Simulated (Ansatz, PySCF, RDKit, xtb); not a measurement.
# CH4BeSe: from the formula to a structure

Task: start from the formula CH4BeSe, draw up candidate structures, narrow them down in stages, and characterise the one that lies lowest at 298.15 K.

The funnel: GFN2-xTB relaxations, single points with a density functional, relaxations at r2SCAN-D4/def2-TZVP, harmonic vibrations, and a last energy at a higher level. All values are calculated.

7 further runs of the same task are left out: 7 set aside as unsound or not needed.

## Step 1: Drawing up candidates

A program enumerates the bonding patterns with one Lewis structure each (two rings at most, one unusual centre or charged pair), with their diastereomers. O–O, O–halogen and N–halogen bonds and N–N–N chains are not drawn. That gives 6 candidates.

```csv
label,SMILES,spin
c474,[CH3][Be][SeH],singlet
c514,[BeH][Se]C,singlet
c615,[BeH][CH2][SeH],singlet
c842,[BeH][SeH]=C,singlet
c878,[BeH-]1[CH2][SeH+]1,singlet
c980,[BeH2-][Se+]=C,singlet
```

Candidates are built by distance geometry, with a force field where one applies, in up to four conformers (letters a to d). 6 starts with atoms placed at random are added, to find patterns that the rules miss.

Q: Predict the outcome of this search (final energies at CCSD(T)/def2-TZVPP).

| quantity | value |
| --- | --- |
| lowest structure found | [CH3][Be][SeH], singlet, C1 |
| next finalist | [BeH]1[CH2][SeH]1 ‡, singlet, 37.6 kcal/mol higher in G |
| share at equilibrium, among the finalists | 100.0 % |
| harmonic wavenumbers, lowest and highest (r2SCAN-D4/def2-TZVP) | 16i and 3092 cm⁻¹ |
| rotational constants, same geometry | 3.2, 0.08336, 0.08249 cm⁻¹ |
| dipole moment (PBE0/def2-TZVPD) | 1.01 D |
| HOMO energy (PBE0/def2-TZVPD) | -7.19 eV |
| LUMO energy (PBE0/def2-TZVPD) | -0.61 eV |
| HOMO–LUMO gap (PBE0/def2-TZVPD) | 6.58 eV |
| lowest excitation (TD-B3LYP/def2-SVPD) | 4.92 eV (f = 0.003) |
| strongest of the states computed, same level | 6.97 eV (f = 0.188) |
| lowest triplet excitation, same level, Tamm-Dancoff | 4.66 eV |
| vertical ionisation energy | 9.54 eV |
| vertical electron affinity | -0.52 eV (unbound: the value depends on the basis) |
| vertical triplet less singlet | +4.78 eV |

The lowest structure found is `[CH3][Be][SeH]`. The margin of 37.6 kcal/mol over the next finalist is beyond the usual error of the last level; it says nothing of structures that weren't ranked. GFN2-xTB, HF/STO-3G, r2SCAN-D4/def2-SVP, r2SCAN-D4/def2-TZVP, HF/def2-TZVPP and MP2/def2-TZVPP already put its bonding pattern lowest among the structures in one piece. Lowest found is not proven lowest: the search is finite, and each finalist counts with one conformer. Patterns outside the rules of the enumeration were met only by chance.

‡ marks the bonded skeleton alone, with all bonds drawn single: no Lewis structure was assigned that passes a check against the bond lengths.
